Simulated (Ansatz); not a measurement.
# AgPt4: the cost of one run

Method: DFT LDA, scalar-relativistic, plane waves, PAW, in Ansatz 0.2.0.

5 further runs of the same task are left out: 5 set aside as unsound or not needed.

## Step 1: The starting structure

Symmetry: P-3m1, No. 164, trigonal system. The conventional cell has a = 2.753 Å, b = 2.753 Å, c = 23.744 Å, α = 90.00°, β = 90.00°, γ = 120.00°. Around Pt (site symmetry 3m) lie 9 Pt at 2.75 Å. Around Pt (site symmetry 3m) lie 12 Pt at 2.73 to 2.75 Å.

As a file:

```xyz
4
Lattice="2.7532 0.0000 0.0000 -1.3766 2.3843 0.0000 0.0000 0.0000 23.7439" Properties=species:S:1:pos:R:3 pbc="T T T"
Pt    1.3766    0.7948    8.5000
Pt    0.0000    1.5896   10.7480
Pt    0.0000    0.0000   12.9718
Pt    1.3766    0.7948   15.2238
```

Planes are indexed in the bulk's conventional cell (Fm-3m (No. 225)), a = 3.894 Å, b = 3.894 Å, c = 3.894 Å, α = 90.00°, β = 90.00°, γ = 90.00°.

It is a (111) slab, 6.7 Å thick as cut, with 17 Å of vacuum; its outer planes are Pt (top) and Pt (bottom). An earlier relaxation, lower half held, gave -48978.3639 eV, work function 6.05 eV.

## Step 2: Ag at the top (Pt) site

input.yaml reads:

```yaml
crystal:
  lattice:
    - [2.7531922024, 0.0, 0.0]
    - [-1.3765961012, 2.3843343887, 0.0]
    - [0.0, 0.0, 25.7439160596]
  atoms:
    - { symbol: Pt, position: [0.6666666667, 0.3333333333, 0.3301750977] }
    - { symbol: Pt, position: [0.3333333333, 0.6666666667, 0.4174956131] }
    - { symbol: Pt, position: [0.0, 0.0, 0.5038793256] }
    - { symbol: Pt, position: [0.6666666667, 0.3333333333, 0.5913565496] }
    - { symbol: Ag, position: [0.6666666667, 0.3333333333, 0.7008969937] }
basis:
  ecutwfc: 420
kpoints:
  mp_grid: { grid: [12, 12, 1] }
hamiltonian:
  xc: lda
scf:
  occupations: { method: gaussian, width: 0.1 }
output:
  forces: true
  eigenvalues: true
  write_density: true
  write_potential: true
  elf: true
  volumetric_format: npy
relax:
  adjacent_minimum: "off"
  f_tol: 0.03
  max_steps: 70
  constraints: [{ sites: [0, 1] }]
efield:
  axis: 3
  dipole_correction: true
```

Command:

```
$ ansatz run input.yaml --threads 2 --pin off --max-ram 5120MiB --backend cpu --events-out ev --progress --plain --runs-dir out
```

What time and memory should one allow on 2 threads of Arm Neoverse V2, shared host?

About 36 s, with a peak of 0.48 GiB.
